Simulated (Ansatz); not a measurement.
Runs of Ansatz 0.2.0 on CsLiCr2Te2S3. The typed cell holds 9 atoms: a = 6.108 Å, b = 6.358 Å, c = 7.995 Å, α = 101.14°, β = 99.87°, γ = 111.27°. The cell was built by a generator and needn't be a form met in nature.

```csv
task,level,potentials or basis,cell,k mesh,cutoff (eV),mesh quality,gap on the mesh (eV),pressure (GPa),moment (μB),relaxed volume (Å³/atom),largest force (eV/Å)
relaxation of cell and atoms,PBE+D3(BJ)+ATM,Ansatz PAW,relaxed,4 × 4 × 3,420,not flagged,none,0.0,5.50,28.37,-
single point,PBE,SPMS NC,as given,5 × 5 × 4,871,not flagged,none,0.2,5.49,-,0.08
single point,HSE03,Ansatz PAW,as given,2 × 2 × 2,420,coarse,none,-,5.00,-,(b)
relaxation of cell and atoms,PBEsol,Ansatz PAW,relaxed,4 × 4 × 3,420,not flagged,none,0.0,5.50,(a),0.01
single point,PBE,PseudoDojo standard (PBE files),as given,5 × 5 × 4,1279,not flagged,none,0.2,5.50,-,0.08
```

Alike in all rows: spin collinear, ferromagnetic start; smearing fermi-dirac 0.05 eV.

Fill in the values left out.

(a) 27.37; (b) 0.37.

Caveats: some runs use coarse meshes; only a ferromagnetic start was run, and an antiferromagnetic order may lie lower in energy; the plane-wave basis is chosen anew once the cell has moved, so the energies of steps on either side of that aren't comparable (some runs); the PAW data sets come from PBE, with cores solved anew for the run's functional, which leaves a small shift of forces and pressure (some runs); pairwise dispersion overbinds metals, which lowers pressure and volume (some runs); the magnetic or orbital state may not be the lowest (some runs).

A k mesh can miss the band edges, and the runs leave out spin-orbit coupling on Cs, Te.

A gap of «none» marks a metal or a gap under the smearing width.

Not every run made on this cell is shown here.
